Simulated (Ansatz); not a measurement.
**HI (SMILES I): functionals against CCSD(T) at one geometry**

An exercise on one series of results from a longer session: the logs are not shown, and one member is left open.

The runs use Ansatz 0.2.0, Gaussian basis; single points in def2-TZVPP.

Correlated methods freeze the cores. Filled d shells of the heavier atoms are correlated. Core potentials replace the inner electrons past krypton, and spin-orbit coupling is left out.

### The starting structure

2 atoms, charge 0, spin multiplicity 1.

Atoms are counted from 1 here; the program's logs count them from 0.

Bond lengths: I1–H2 1.594 Å.

As a file:

| atom | x (Å) | y (Å) | z (Å) |
| --- | --- | --- | --- |
| I1 | -0.6519 | 0.2465 | -0.3502 |
| H2 | 0.5982 | -0.2597 | 0.4993 |

Set-up of the first run:

Input file run/in.yaml:

```yaml
crystal:
  periodic: [false, false, false]
  atoms:
    - {symbol: I, position_ang: [-0.651900, 0.246500, -0.350200]}
    - {symbol: H, position_ang: [0.598200, -0.259700, 0.499300]}
basis:
  gaussian: {orbitals: def2-TZVPP}
correlation: {method: ccsd_t}
output: {forces: true}
```

On the command line:

```bash
ansatz run in.yaml --threads 4 --pin off --events-out ev --progress --plain --max-ram 5222MiB
```

Among the steps run: CCSD(T)/def2-TZVPP; PBE0-D4/def2-TZVPP; wB97M-V/def2-TZVPP; r2SCAN-D4/def2-TZVPP; PBE-D4/def2-TZVPP; LC-wPBE/def2-TZVPP; r2SCAN0-D4/def2-TZVPP.

One table of the session follows, with a row left open; its other results are not shown here.

| method | RMS force component (eV/Å) | dipole (D) |
| --- | --- | --- |
| CCSD(T) | 0.091 | 0.47 |
| PBE0-D4 | 0.196 | 0.50 |
| wB97M-V | 0.123 | 0.48 |
| r2SCAN-D4 | ? | ? |
| PBE-D4 | 0.350 | 0.46 |
| LC-wPBE | 0.075 | 0.52 |
| r2SCAN0-D4 | 0.108 | 0.53 |

Q: Estimate the row for r2SCAN-D4 from the others.

**Answer.** RMS force component (eV/Å): 0.206; dipole (D): 0.51. In the column «RMS force component (eV/Å)» it lies between PBE0-D4 (0.196) and PBE-D4 (0.350).
